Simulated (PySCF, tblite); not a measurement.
# CH₅ClGe: protonation, NMR shifts

What do calculations give for the protonation, NMR shifts of CH₅ClGe (`Cl[CH2][GeH3]`)?

Computed with tblite 0.8.0 and PySCF 2.14.0 and routines of our own; the level stands in each step. Atoms count from 0.

### 1 The starting structure

8 atoms, charge 0, multiplicity 1; geometry from: start built from the parent or by distance geometry.

### 2 Geometry optimisation with GFN2-xTB

The job: settings as JSON, then the geometry in Å.

```
{"job": {"kind": "relax", "xc": "GFN2-xTB", "basis": "xTB"}, "charge": 0, "multiplicity": 1}
Cl     2.017400     0.021600     1.179300
C      0.961100    -0.039600    -0.275100
Ge    -0.899700     0.039100     0.151900
H      1.143900    -0.995900    -0.787800
H      1.216500     0.742200    -0.954400
H     -1.378800     1.501400     0.447800
H     -1.330900    -0.879800     1.301700
H     -1.711400    -0.370300    -1.112500
```

On the command line:

```
$ OMP_NUM_THREADS=1 python redox_run.py task.json out
```

One launch serves the whole session: the jobs run in the order shown.

The program printed:

```text
step      E/eV     max force
  0    -303.09916    2.139
  1    -303.18778    1.082
  2    -303.23069    0.474
  3    -303.23908    0.391
  4    -303.24595    0.249
  5    -303.24920    0.164
  6    -303.25118    0.172
  7    -303.25315    0.170
  8    -303.25586    0.176
  9    -303.25904    0.227
 10    -303.26213    0.205
 11    -303.26421    0.119
 12    -303.26561    0.105
 13    -303.26692    0.116
 14    -303.26831    0.158
 15    -303.26975    0.150
 16    -303.27104    0.109
 17    -303.27218    0.132
 18    -303.27334    0.120
 19    -303.27451    0.128
 20    -303.27531    0.095
 21    -303.27565    0.049
 22    -303.27577    0.033
 23    -303.27588    0.036
 24    -303.27604    0.048
 25    -303.27622    0.043
 26    -303.27637    0.033
 27    -303.27648    0.038
 28    -303.27666    0.050
 29    -303.27702    0.089
 30    -303.27772    0.128
 31    -303.27873    0.136
 32    -303.27967    0.089
 33    -303.28026    0.057
 34    -303.28059    0.058
 35    -303.28103    0.073
 36    -303.28155    0.082
 37    -303.28188    0.048
 38    -303.28199    0.014
 39    -303.28202    0.014
 40    -303.28203    0.011
 41    -303.28205    0.009
```

Wall time 0.29 s (1 thread of Intel Xeon at 2.70GHz, shared host).

Step by step: (not every step is listed)

| step | energy from step 0 (eV) | largest force (eV/Å) |
| --- | --- | --- |
| 0 | 0.0000 | 2.1388 |
| 1 | -0.0886 | 1.0819 |
| 2 | -0.1315 | 0.4736 |
| 3 | -0.1399 | 0.3915 |
| 4 | -0.1468 | 0.2487 |
| 5 | -0.1500 | 0.1635 |
| 6 | -0.1520 | 0.1716 |
| 7 | -0.1540 | 0.1701 |
| 8 | -0.1567 | 0.1762 |
| 10 | -0.1630 | 0.2055 |
| 12 | -0.1664 | 0.1052 |
| 14 | -0.1692 | 0.1584 |
| 16 | -0.1719 | 0.1089 |
| 18 | -0.1742 | 0.1202 |
| 20 | -0.1762 | 0.0951 |
| 22 | -0.1766 | 0.0332 |
| 24 | -0.1769 | 0.0478 |
| 26 | -0.1772 | 0.0333 |
| 28 | -0.1775 | 0.0501 |
| 30 | -0.1786 | 0.1278 |
| 32 | -0.1805 | 0.0893 |
| 34 | -0.1814 | 0.0581 |
| 36 | -0.1824 | 0.0821 |
| 37 | -0.1827 | 0.0481 |
| 38 | -0.1828 | 0.0144 |
| 39 | -0.1829 | 0.0140 |
| 40 | -0.1829 | 0.0107 |
| 41 | -0.1829 | 0.0086 |

Close pairs (by a distance rule), those that changed most:

| bond | before (Å) | after (Å) | change (Å) |
| --- | --- | --- | --- |
| Ge2–H5 | 1.567 | 1.489 | -0.078 |
| C1–Ge2 | 1.911 | 1.972 | +0.062 |
| Ge2–H7 | 1.557 | 1.496 | -0.061 |
| Ge2–H6 | 1.534 | 1.489 | -0.045 |
| C1–H4 | 1.067 | 1.088 | +0.021 |
| Cl0–C1 | 1.799 | 1.780 | -0.018 |
| C1–H3 | 1.100 | 1.088 | -0.013 |

The end geometry stands in the next job.

### 3 Infrared spectrum with GFN2-xTB

The job: settings as JSON, then the geometry in Å.

```
{"job": {"kind": "ir", "xc": "GFN2-xTB", "basis": "xTB"}, "charge": 0, "multiplicity": 1}
Cl     1.833514     0.254351     1.178728
C      0.952958    -0.085836    -0.330731
Ge    -0.963816     0.041828     0.116914
H      1.258360    -1.073660    -0.667823
H      1.275680     0.648693    -1.065100
H     -1.243180     1.411263     0.629386
H     -1.285170    -0.952813     1.177345
H     -1.810232    -0.224999    -1.087849
```

The program printed:

```text
mode    cm-1     km/mol
  1     134.3      0.65
  2     137.6      1.77
  3     465.7     25.26
  4     485.0     40.27
  5     605.7     68.79
  6     711.4     55.86
  7     739.0    130.33
  8     761.3    322.18
  9     840.2     54.37
 10     855.4     99.90
 11    1069.4      8.25
 12    1158.5      0.43
 13    1412.8      5.05
 14    2007.7    175.08
 15    2095.8    398.77
 16    2122.1    353.96
 17    2981.6      6.87
 18    2983.8      3.94
ZPE 129.001  H(298)-E 145.384  G(298)-E 51.968 kJ/mol  S 313.32 J/(mol K)
```

It took 0.31 s on 1 thread of Intel Xeon at 2.70GHz, shared host.

The strongest bands and the atoms that carry them (share of the mass-weighted mode):

| cm⁻¹ | km/mol | atoms |
| --- | --- | --- |
| 606 | 68.8 | C1 57 %, Ge2 13 %, H7 12 % |
| 711 | 55.9 | C1 65 %, Cl0 24 % |
| 739 | 130.3 | H3 27 %, H4 27 %, C1 23 % |
| 761 | 322.2 | H5 34 %, H6 33 %, H7 29 % |
| 855 | 99.9 | H6 44 %, H5 41 %, H7 12 % |
| 2008 | 175.1 | H7 68 %, H6 16 %, H5 15 % |
| 2096 | 398.8 | H6 38 %, H7 30 %, H5 30 % |
| 2122 | 354.0 | H5 54 %, H6 45 % |

### 4 Optimising the geometry at PBE0-D3(BJ)/def2-SVP

Settings changed since step 3:

```diff
@@ -1,2 +1,2 @@
-{"job": {"kind": "ir", "xc": "GFN2-xTB", "basis": "xTB"}, "charge": 0, "multiplicity": 1}
+{"job": {"xc": "PBE0", "basis": "def2-SVP", "d3": "d3bj", "grid": 1, "kind": "geom"}, "charge": 0, "multiplicity": 1}
 Cl     1.833514     0.254351     1.178728
```

The program printed:

```text
step   0  E = -2577.40236870  max force = 0.016875
step   1  E = -2577.40527967  max force = 0.003685
step   2  E = -2577.40549195  max force = 0.000591
step   3  E = -2577.40549582  max force = 0.000202
optimisation converged
```

It took 25 s on 1 thread of Intel Xeon at 2.70GHz, shared host.

Along the way:

| step | energy from step 0 (eV) | largest force component (eV/Å) |
| --- | --- | --- |
| 0 | 0.0000 | 0.8677 |
| 1 | -0.0792 | 0.1895 |
| 2 | -0.0850 | 0.0304 |
| 3 | -0.0851 | 0.0104 |

Distances of close pairs at the start and the end, largest changes first:

| bond | before (Å) | after (Å) | change (Å) |
| --- | --- | --- | --- |
| Ge2–H5 | 1.489 | 1.536 | +0.047 |
| Ge2–H6 | 1.489 | 1.536 | +0.047 |
| Ge2–H7 | 1.496 | 1.542 | +0.045 |
| C1–H3 | 1.088 | 1.099 | +0.011 |
| C1–H4 | 1.088 | 1.099 | +0.011 |
| Cl0–C1 | 1.780 | 1.787 | +0.007 |
| C1–Ge2 | 1.972 | 1.966 | -0.006 |

The end geometry stands in the next job.

| at the end point | value |
| --- | --- |
| point group (found at 0.08 Å tolerance) | Cs |
| rotational constants (GHz, main isotopes) | 20.627, 2.072, 1.953 |
| dipole moment (D) | 1.62 |

### 5 Harmonic vibrations (CH5ClGe): PBE0-D3(BJ)/def2-SVP

The job: settings as JSON, then the geometry in Å.

```
{"job": {"xc": "PBE0", "basis": "def2-SVP", "d3": "d3bj", "grid": 2, "kind": "hessian"}, "charge": 0, "multiplicity": 1}
Cl     1.933156     0.234379     1.173497
C      0.957136    -0.080922    -0.289911
Ge    -0.960141     0.053301     0.124845
H      1.211003    -1.084630    -0.657692
H      1.246628     0.651500    -1.055979
H     -1.260703     1.470431     0.634705
H     -1.308201    -0.981929     1.204497
H     -1.774010    -0.227661    -1.153804
```

The program printed:

```text
coarse grid: 31272 points
cycle   1  E = -2577.3865425685  dE = -6.120e-01  |g| = 3.636e-01  |ddm| = 2.640e+00
cycle   2  E = -2577.3878166431  dE = -1.274e-03  |g| = 3.762e-01  |ddm| = 6.067e-01
cycle   3  E = -2577.4053613062  dE = -1.754e-02  |g| = 2.373e-02  |ddm| = 3.040e-01
cycle   4  E = -2577.4054506913  dE = -8.939e-05  |g| = 1.292e-02  |ddm| = 3.259e-02
cycle   5  E = -2577.4054920364  dE = -4.135e-05  |g| = 3.872e-03  |ddm| = 1.413e-02
cycle   6  E = -2577.4054957577  dE = -3.721e-06  |g| = 4.639e-04  |ddm| = 4.519e-03
final grid: 62856 points
cycle   7  E = -2577.4054770013  dE = -2.733e-09  |g| = 4.889e-04  |ddm| = 1.311e-03
cycle   8  E = -2577.4054769641  dE =  3.720e-08  |g| = 6.161e-04  |ddm| = 1.244e-03
cycle   9  E = -2577.4054770643  dE = -1.002e-07  |g| = 7.181e-05  |ddm| = 6.608e-04
cycle  10  E = -2577.4054770657  dE = -1.421e-09  |g| = 2.128e-06  |ddm| = 7.701e-05
cycle  11  E = -2577.4054770657  dE =  3.456e-11  |g| = 5.064e-07  |ddm| = 3.336e-06
converged SCF energy = -2577.4054770657

mode    cm-1
  1     137.2
  2     167.8
  3     483.1
  4     495.3
  5     650.8
  6     772.1
  7     788.5
  8     829.6
  9     884.7
 10     888.3
 11    1117.6
 12    1188.4
 13    1419.2
 14    2151.7
 15    2178.8
 16    2182.7
 17    3107.4
 18    3185.2
ZPE 135.348  H(298)-E 151.246  G(298)-E 58.681 kJ/mol  S 310.47 J/(mol K)
```

Wall time 2.2 min (1 thread of Intel Xeon at 2.70GHz, shared host); peak memory 1.3 GiB.

Zero-point energy 135.35 kJ/mol (xTB gave 129.00).

### 6 Single point (CH5ClGe): wB97X-D3(BJ)/def2-TZVP

Geometry: PBE0-D3(BJ)/def2-SVP.

Settings changed since step 5:

```diff
@@ -1,2 +1,2 @@
-{"job": {"xc": "PBE0", "basis": "def2-SVP", "d3": "d3bj", "grid": 2, "kind": "hessian"}, "charge": 0, "multiplicity": 1}
+{"job": {"kind": "sp", "xc": "wB97X", "basis": "def2-TZVP", "d3": "d3bj", "grid": 2}, "charge": 0, "multiplicity": 1}
 Cl     1.933156     0.234379     1.173497
```

The program printed:

```text
coarse grid: 31272 points
cycle   1  E = -2578.2756465807  dE = -5.858e-01  |g| = 6.397e-01  |ddm| = 1.999e+00
cycle   2  E = -2578.2892218216  dE = -1.358e-02  |g| = 6.409e-01  |ddm| = 5.949e-01
cycle   3  E = -2578.3244999641  dE = -3.528e-02  |g| = 2.474e-02  |ddm| = 2.650e-01
cycle   4  E = -2578.3247586446  dE = -2.587e-04  |g| = 1.011e-02  |ddm| = 4.320e-02
cycle   5  E = -2578.3247927726  dE = -3.413e-05  |g| = 3.776e-03  |ddm| = 1.285e-02
cycle   6  E = -2578.3247963957  dE = -3.623e-06  |g| = 1.080e-03  |ddm| = 4.874e-03
final grid: 62856 points
cycle   7  E = -2578.3247825214  dE = -2.671e-07  |g| = 9.996e-04  |ddm| = 1.739e-03
cycle   8  E = -2578.3247825672  dE = -4.579e-08  |g| = 9.631e-04  |ddm| = 1.107e-03
cycle   9  E = -2578.3247827221  dE = -1.549e-07  |g| = 6.238e-05  |ddm| = 4.842e-04
cycle  10  E = -2578.3247827249  dE = -2.832e-09  |g| = 4.023e-05  |ddm| = 1.706e-04
converged SCF energy = -2578.3247827249
```

Run time: 11 s. Hardware: 1 thread of Intel Xeon at 2.70GHz, shared host; peak memory 0.61 GiB.

### 7 Geometry optimisation with GFN2-xTB

This step treats CH₆ClGe+, `[ClH+][CH2][GeH3]`.

The job: settings as JSON, then the geometry in Å.

```
{"job": {"kind": "relax", "xc": "GFN2-xTB", "basis": "xTB"}, "charge": 1, "multiplicity": 1}
Cl     1.949400     0.228300     1.168200
C      0.946400    -0.072300    -0.312900
Ge    -0.942700     0.045700     0.128000
H      1.208500    -1.070000    -0.678300
H      1.243400     0.647700    -1.044600
H     -1.271700     1.468700     0.625900
H     -1.307800    -0.976100     1.193500
H     -1.762600    -0.218600    -1.148800
H      1.625000     1.337300     1.872600
```

The program printed:

```text
step      E/eV     max force
  0    -303.43246    2.213
  1    -303.53663    1.303
  2    -303.62675    0.558
  3    -303.64361    0.485
  4    -303.68144    0.474
  5    -303.69185    0.338
  6    -303.69951    0.214
  7    -303.70285    0.193
  8    -303.70625    0.151
  9    -303.70925    0.164
 10    -303.71231    0.191
 11    -303.71432    0.162
 12    -303.71552    0.092
 13    -303.71640    0.111
 14    -303.71718    0.118
 15    -303.71797    0.107
 16    -303.71864    0.081
 17    -303.71911    0.062
 18    -303.71951    0.069
 19    -303.71992    0.082
 20    -303.72030    0.065
 21    -303.72059    0.052
 22    -303.72084    0.046
 23    -303.72114    0.068
 24    -303.72155    0.093
 25    -303.72204    0.085
 26    -303.72246    0.050
 27    -303.72279    0.067
 28    -303.72313    0.072
 29    -303.72351    0.060
 30    -303.72382    0.045
 31    -303.72401    0.038
 32    -303.72415    0.043
 33    -303.72432    0.052
 34    -303.72455    0.051
 35    -303.72476    0.038
 36    -303.72488    0.032
 37    -303.72495    0.026
 38    -303.72504    0.037
 39    -303.72518    0.051
 40    -303.72539    0.058
 41    -303.72562    0.056
 42    -303.72585    0.051
 43    -303.72611    0.052
 44    -303.72643    0.051
 45    -303.72674    0.037
 46    -303.72688    0.033
 47    -303.72693    0.013
 48    -303.72696    0.016
 49    -303.72699    0.011
 50    -303.72700    0.010
 51    -303.72701    0.010
```

Wall time 0.71 s (1 thread of Intel Xeon at 2.70GHz, shared host).

The steps of the relaxation: (not every step is listed)

| step | energy from step 0 (eV) | largest force (eV/Å) |
| --- | --- | --- |
| 0 | 0.0000 | 2.2133 |
| 1 | -0.1042 | 1.3026 |
| 2 | -0.1943 | 0.5578 |
| 3 | -0.2112 | 0.4854 |
| 4 | -0.2490 | 0.4737 |
| 5 | -0.2594 | 0.3383 |
| 6 | -0.2670 | 0.2144 |
| 7 | -0.2704 | 0.1925 |
| 8 | -0.2738 | 0.1515 |
| 11 | -0.2819 | 0.1616 |
| 14 | -0.2847 | 0.1182 |
| 17 | -0.2867 | 0.0623 |
| 20 | -0.2878 | 0.0650 |
| 23 | -0.2887 | 0.0685 |
| 26 | -0.2900 | 0.0504 |
| 29 | -0.2910 | 0.0602 |
| 32 | -0.2917 | 0.0434 |
| 35 | -0.2923 | 0.0375 |
| 38 | -0.2926 | 0.0372 |
| 41 | -0.2932 | 0.0563 |
| 44 | -0.2940 | 0.0506 |
| 46 | -0.2944 | 0.0331 |
| 47 | -0.2945 | 0.0135 |
| 48 | -0.2945 | 0.0164 |
| 49 | -0.2945 | 0.0114 |
| 50 | -0.2945 | 0.0099 |
| 51 | -0.2946 | 0.0097 |

Close pairs (by a distance rule), those that changed most:

| bond | before (Å) | after (Å) | change (Å) |
| --- | --- | --- | --- |
| C1–Ge2 | 1.943 | 2.024 | +0.081 |
| Cl0–H8 | 1.353 | 1.294 | -0.059 |
| Ge2–H7 | 1.540 | 1.481 | -0.059 |
| Ge2–H5 | 1.543 | 1.496 | -0.047 |
| Cl0–C1 | 1.814 | 1.781 | -0.033 |
| Ge2–H6 | 1.521 | 1.488 | -0.033 |
| C1–H4 | 1.069 | 1.089 | +0.021 |
| C1–H3 | 1.094 | 1.089 | -0.006 |

The next job starts from the end point, and lists it.

### 8 Infrared spectrum with GFN2-xTB

The job: settings as JSON, then the geometry in Å.

```
{"job": {"kind": "ir", "xc": "GFN2-xTB", "basis": "xTB"}, "charge": 1, "multiplicity": 1}
Cl     1.970253     0.252730     1.142972
C      0.979946    -0.058747    -0.304064
Ge    -0.988127     0.072927     0.150581
H      1.248945    -1.062994    -0.626805
H      1.299740     0.642061    -1.074427
H     -1.134186     1.464671     0.679800
H     -1.217330    -0.933764     1.222000
H     -1.745767    -0.169475    -1.098872
H      1.274493     1.183138     1.712423
```

The program printed:

```text
mode    cm-1     km/mol
  1     126.2      8.59
  2     145.2      8.84
  3     162.4     53.53
  4     445.3     52.87
  5     469.3     16.94
  6     561.2     67.34
  7     643.4     33.99
  8     704.1    112.69
  9     743.3    137.68
 10     768.8    105.67
 11     812.0     37.62
 12     826.4     72.29
 13    1083.6      5.81
 14    1172.7     10.28
 15    1391.3     15.36
 16    2034.5    103.12
 17    2123.9    236.85
 18    2173.4    185.40
 19    2285.3     58.61
 20    2987.7      3.17
 21    3006.7      4.71
ZPE 147.538  H(298)-E 166.095  G(298)-E 68.518 kJ/mol  S 327.27 J/(mol K)
```

Run time: 0.44 s. Hardware: 1 thread of Intel Xeon at 2.70GHz, shared host.

Which atoms move in the most intense modes:

| cm⁻¹ | km/mol | atoms |
| --- | --- | --- |
| 561 | 67.3 | H7 34 %, C1 34 % |
| 704 | 112.7 | C1 24 %, H4 23 %, H3 20 % |
| 743 | 137.7 | H6 36 %, H5 29 %, H7 26 % |
| 769 | 105.7 | H8 65 %, C1 11 % |
| 826 | 72.3 | H6 46 %, H5 40 % |
| 2034 | 103.1 | H5 76 %, H6 16 % |
| 2124 | 236.8 | H6 70 %, H5 21 % |
| 2173 | 185.4 | H7 83 %, H6 13 % |

### 9 Relaxing the molecule at PBE0-D3(BJ)/def2-SVP

This step treats CH₆ClGe+, `[ClH+][CH2][GeH3]`.

Settings changed since step 8:

```diff
@@ -1,2 +1,2 @@
-{"job": {"kind": "ir", "xc": "GFN2-xTB", "basis": "xTB"}, "charge": 1, "multiplicity": 1}
+{"job": {"xc": "PBE0", "basis": "def2-SVP", "d3": "d3bj", "grid": 1, "kind": "geom"}, "charge": 1, "multiplicity": 1}
 Cl     1.970253     0.252730     1.142972
```

The program printed:

```text
step   0  E = -2577.66239062  max force = 0.024957
step   1  E = -2577.66694381  max force = 0.005861
step   2  E = -2577.66726894  max force = 0.001401
step   3  E = -2577.66731716  max force = 0.000445
step   4  E = -2577.66734253  max force = 0.000426
step   5  E = -2577.66735171  max force = 0.000218
optimisation converged
```

Wall time 37 s (1 thread of Intel Xeon at 2.70GHz, shared host).

The steps of the relaxation:

| step | energy from step 0 (eV) | largest force component (eV/Å) |
| --- | --- | --- |
| 0 | 0.0000 | 1.2833 |
| 1 | -0.1239 | 0.3014 |
| 2 | -0.1327 | 0.0720 |
| 3 | -0.1341 | 0.0229 |
| 4 | -0.1347 | 0.0219 |
| 5 | -0.1350 | 0.0112 |

Distances of close pairs at the start and the end, largest changes first:

| bond | before (Å) | after (Å) | change (Å) |
| --- | --- | --- | --- |
| Cl0–C1 | 1.781 | 1.881 | +0.100 |
| Ge2–H7 | 1.481 | 1.526 | +0.045 |
| Ge2–H6 | 1.488 | 1.527 | +0.039 |
| Ge2–H5 | 1.496 | 1.535 | +0.038 |
| C1–Ge2 | 2.024 | 2.009 | -0.016 |
| Cl0–H8 | 1.294 | 1.309 | +0.015 |
| C1–H3 | 1.089 | 1.100 | +0.012 |
| C1–H4 | 1.089 | 1.098 | +0.009 |

The next job starts from the end point, and lists it.

| at the end point | value |
| --- | --- |
| point group (found at 0.08 Å tolerance) | C1 |
| rotational constants (GHz, main isotopes) | 18.758, 1.876, 1.774 |

### 10 Harmonic vibrations (CH₆ClGe+): PBE0-D3(BJ)/def2-SVP

The job: settings as JSON, then the geometry in Å.

```
{"job": {"xc": "PBE0", "basis": "def2-SVP", "d3": "d3bj", "grid": 2, "kind": "hessian"}, "charge": 1, "multiplicity": 1}
Cl     2.032503     0.352906     1.157502
C      0.926168    -0.067652    -0.304220
Ge    -1.022769     0.012712     0.175017
H      1.294173    -1.080434    -0.526273
H      1.262441     0.634541    -1.079147
H     -1.201263     1.416495     0.768590
H     -1.263492    -1.094861     1.198139
H     -1.722239    -0.180539    -1.167899
H      1.427058     1.419200     1.616298
```

The program printed:

```text
coarse grid: 33744 points
cycle   1  E = -2577.6357459346  dE = -2.776e-01  |g| = 4.047e-01  |ddm| = 2.725e+00
cycle   2  E = -2577.6474982188  dE = -1.175e-02  |g| = 3.893e-01  |ddm| = 6.790e-01
cycle   3  E = -2577.6671963188  dE = -1.970e-02  |g| = 2.739e-02  |ddm| = 2.610e-01
cycle   4  E = -2577.6673192389  dE = -1.229e-04  |g| = 1.122e-02  |ddm| = 3.726e-02
cycle   5  E = -2577.6673494487  dE = -3.021e-05  |g| = 2.774e-03  |ddm| = 1.387e-02
cycle   6  E = -2577.6673513609  dE = -1.912e-06  |g| = 1.169e-03  |ddm| = 3.608e-03
final grid: 68224 points
cycle   7  E = -2577.6673521582  dE =  2.751e-07  |g| = 1.559e-03  |ddm| = 2.383e-03
cycle   8  E = -2577.6673515636  dE =  5.946e-07  |g| = 2.148e-03  |ddm| = 3.208e-03
cycle   9  E = -2577.6673527950  dE = -1.231e-06  |g| = 6.947e-05  |ddm| = 1.899e-03
cycle  10  E = -2577.6673527960  dE = -1.063e-09  |g| = 7.528e-06  |ddm| = 6.477e-05
cycle  11  E = -2577.6673527960  dE = -1.091e-11  |g| = 1.216e-06  |ddm| = 5.374e-06
converged SCF energy = -2577.6673527960

mode    cm-1
  1     106.2
  2     149.1
  3     190.4
  4     421.0
  5     485.8
  6     565.4
  7     620.2
  8     741.9
  9     818.3
 10     821.5
 11     864.4
 12     877.9
 13    1134.9
 14    1216.0
 15    1398.9
 16    2185.9
 17    2222.5
 18    2236.1
 19    2808.1
 20    3123.9
 21    3223.0
ZPE 156.778  H(298)-E 175.112  G(298)-E 77.740 kJ/mol  S 326.58 J/(mol K)
```

Run time: 2.4 min. Hardware: 1 thread of Intel Xeon at 2.70GHz, shared host; peak memory 1.4 GiB.

Zero-point energy 156.78 kJ/mol (xTB gave 147.54).

### 11 Single point (CH₆ClGe+): wB97X-D3(BJ)/def2-TZVP

Geometry: PBE0-D3(BJ)/def2-SVP.

Settings changed since step 10:

```diff
@@ -1,2 +1,2 @@
-{"job": {"xc": "PBE0", "basis": "def2-SVP", "d3": "d3bj", "grid": 2, "kind": "hessian"}, "charge": 1, "multiplicity": 1}
+{"job": {"kind": "sp", "xc": "wB97X", "basis": "def2-TZVP", "d3": "d3bj", "grid": 2}, "charge": 1, "multiplicity": 1}
 Cl     2.032503     0.352906     1.157502
```

The program printed:

```text
coarse grid: 33744 points
cycle   1  E = -2578.5162698018  dE = -2.332e-01  |g| = 6.916e-01  |ddm| = 2.068e+00
cycle   2  E = -2578.5548571053  dE = -3.859e-02  |g| = 6.462e-01  |ddm| = 6.863e-01
cycle   3  E = -2578.5894430863  dE = -3.459e-02  |g| = 4.769e-02  |ddm| = 2.672e-01
cycle   4  E = -2578.5899327598  dE = -4.897e-04  |g| = 1.881e-02  |ddm| = 6.517e-02
cycle   5  E = -2578.5900128333  dE = -8.007e-05  |g| = 3.752e-03  |ddm| = 2.081e-02
cycle   6  E = -2578.5900170862  dE = -4.253e-06  |g| = 1.916e-03  |ddm| = 6.126e-03
final grid: 68224 points
cycle   7  E = -2578.5900120403  dE = -4.113e-07  |g| = 1.737e-03  |ddm| = 2.308e-03
cycle   8  E = -2578.5900121910  dE = -1.507e-07  |g| = 1.574e-03  |ddm| = 1.804e-03
cycle   9  E = -2578.5900126834  dE = -4.924e-07  |g| = 8.259e-05  |ddm| = 8.466e-04
cycle  10  E = -2578.5900126853  dE = -1.950e-09  |g| = 4.313e-05  |ddm| = 8.445e-05
converged SCF energy = -2578.5900126853
```

It took 8.3 s on 1 thread of Intel Xeon at 2.70GHz, shared host; peak memory 0.62 GiB.

### 12 Protonation: wB97X-D3(BJ)/def2-TZVP

This step combines the energies above: geometries from PBE0-D3(BJ)/def2-SVP, zero-point and thermal terms from PBE0-D3(BJ)/def2-SVP.

The job: settings as JSON, then the geometry in Å.

```
{"job": {"kind": "pa", "geom": {"xc": "PBE0", "basis": "def2-SVP", "d3": "d3bj", "grid": 1}, "hess": 1, "level": {"xc": "wB97X", "basis": "def2-TZVP", "d3": "d3bj"}}, "charge": 0, "multiplicity": 1}
Cl     1.933156     0.234379     1.173497
C      0.957136    -0.080922    -0.289911
Ge    -0.960141     0.053301     0.124845
H      1.211003    -1.084630    -0.657692
H      1.246628     0.651500    -1.055979
H     -1.260703     1.470431     0.634705
H     -1.308201    -0.981929     1.204497
H     -1.774010    -0.227661    -1.153804
```

Output (the driver's rows laid out field by field):

```text
protonation site by site, wB97X-D3(BJ)/def2-TZVP // PBE0-D3(BJ)/def2-SVP

row 1
  formula                 CH6ClGe
  charge                  1
  multiplicity            1
  smiles                  [ClH+][CH2][GeH3]
  kept                    yes
  pieces                  1
  point_group             C1
  atom                    0
  element                 Cl
  electronic              696.36
  enthalpy                678.69
  free_energy             651.01
  share_gas               1.0
```

It took 6 min on 1 thread of Intel Xeon at 2.70GHz, shared host; peak memory 0.62 GiB.

Energy given off on adding a proton (kJ/mol, gas phase, 298 K for the thermal columns):

| site | product | electronic | enthalpy | free energy |
| --- | --- | --- | --- | --- |
| Cl0 | [ClH+][CH2][GeH3] | 696.4 | 678.7 | 651.0 |

[end of part 1 of 2]
